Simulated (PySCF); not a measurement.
# AlZn: changing the method

Aim: see what other levels and later steps give for AlZn.

Method: each script names its method and basis; program: PySCF 2.14.0.

4 further runs of the same task are left out: 4 that didn't finish.

## 1. The starting structure

AlZn: 2 atoms, charge 0, spin multiplicity 2.

No contacts short enough for the rule that draws bonds.

## 2. The base run

File input.py:

```python
from pyscf import gto, scf
from pyscf.geomopt.geometric_solver import optimize

mol = gto.M(
    atom='Al 0 0 0; Zn 0 0 2.504',
    basis='def2-svpd',
    charge=0,
    spin=1,
    verbose=4,
)
mf = scf.UHF(mol)
mf = mf.newton()
mf.kernel()
mol_eq = optimize(mf, maxsteps=30)
print('optimised geometry (angstrom)')
print(mol_eq.tostring('raw'))
print('orbital energies (hartree):', [e[max(0, n-3):n+3].round(4) for e, n in zip(mf.mo_energy, mol.nelec)])
```

Command:

```console
$ OMP_NUM_THREADS=1 python input.py
```

## 3. Frequency run

Edit 1 changes step after the SCF: optimize → frequency.

File input.py:

```python
from pyscf import gto, scf
from pyscf.hessian import thermo

mol = gto.M(
    atom='Al 0 0 0; Zn 0 0 2.504',
    basis='def2-svpd',
    charge=0,
    spin=1,
    verbose=4,
)
mf = scf.UHF(mol)
mf = mf.newton()
mf.kernel()
hess = mf.Hessian().kernel()
print('wavenumber (cm^-1) =', thermo.harmonic_analysis(mol, hess)['freq_wavenumber'].round(1))
mf.dip_moment()
print('orbital energies (hartree):', [e[max(0, n-3):n+3].round(4) for e, n in zip(mf.mo_energy, mol.nelec)])
```

## 4. CASCI (ROHF)

Edit 2 changes step after the SCF: optimize → casci; SCF type: UHF → ROHF; active space: none → 5 electrons in 6 orbitals.

File input.py:

```python
from pyscf import gto, scf, mcscf

mol = gto.M(
    atom='Al 0 0 0; Zn 0 0 2.504',
    basis='def2-svpd',
    charge=0,
    spin=1,
    verbose=4,
)
mf = scf.ROHF(mol)
mf = mf.newton()
mf.kernel()
mc = mcscf.CASCI(mf, 6, 5)
mc.kernel()
mc.analyze()
mf.dip_moment()
print('orbital energies (hartree):', mf.mo_energy[..., max(0, mol.nelec[1]-3):mol.nelec[0]+3].round(4))
```

## 5. MP2

Edit 3 changes step after the SCF: optimize → mp2; frozen orbitals: none → 10.

File input.py:

```python
from pyscf import gto, scf, mp

mol = gto.M(
    atom='Al 0 0 0; Zn 0 0 2.504',
    basis='def2-svpd',
    charge=0,
    spin=1,
    verbose=4,
)
mf = scf.UHF(mol)
mf = mf.newton()
mf.kernel()
mp.MP2(mf, frozen=10).kernel()
mf.dip_moment()
print('orbital energies (hartree):', [e[max(0, n-3):n+3].round(4) for e, n in zip(mf.mo_energy, mol.nelec)])
```

## 6. Stability test

Edit 4 changes step after the SCF: optimize → stability.

File input.py:

```python
from pyscf import gto, scf

mol = gto.M(
    atom='Al 0 0 0; Zn 0 0 2.504',
    basis='def2-svpd',
    charge=0,
    spin=1,
    verbose=4,
)
mf = scf.UHF(mol)
mf = mf.newton()
mf.kernel()
mf.stability(internal=True, external=True)
mf.dip_moment()
print('orbital energies (hartree):', [e[max(0, n-3):n+3].round(4) for e, n in zip(mf.mo_energy, mol.nelec)])
```

## 7. M06 (UKS)

Edit 5 changes functional: none (Hartree–Fock) → m06; SCF type: UHF → UKS; step after the SCF: optimize → analyze.

File input.py:

```python
from pyscf import gto, dft

mol = gto.M(
    atom='Al 0 0 0; Zn 0 0 2.504',
    basis='def2-svpd',
    charge=0,
    spin=1,
    verbose=4,
)
mf = dft.UKS(mol, xc='m06')
mf = mf.newton()
mf.kernel()
mf.analyze()
print('orbital energies (hartree):', [e[max(0, n-3):n+3].round(4) for e, n in zip(mf.mo_energy, mol.nelec)])
```

Q: Predict the outcome of this session. Wanted: for each run, E(SCF); from base; gap, α spin; SCF dipole; after the SCF.

The runs gave:

| run | E(SCF) (hartree) | from base (eV) | cycles | gap, α spin (eV) | SCF dipole (D) | after the SCF |
| --- | --- | --- | --- | --- | --- | --- |
| base | -2019.341350 | 0 | 3 macro | 6.01 | n/a | bond 3.577 Å, -0.331 eV |
| frequency run | -2019.341350 | 0.0000 | 3 macro | 6.01 | 1.54 | highest mode 263 cm⁻¹ |
| CASCI (ROHF) | -2019.338427 | +0.0796 | 3 macro | n/a | 1.46 | CASCI correlation -0.492 eV |
| MP2 | -2019.341350 | 0.0000 | 3 macro | 6.01 | 1.54 | MP2 correlation -9.840 eV, core frozen |
| stability test | -2019.341350 | 0.0000 | 3 macro | 6.01 | 1.54 | unstable: internal, UHF/UKS -> GHF/GKS |
| m06 (UKS) | -2021.376939 | not comparable | 6 macro | 1.37 | 0.16 | n/a |

SCF columns refer to the geometry typed in the script.

Total energies of different functionals can't be compared with each other; differences within one functional can.
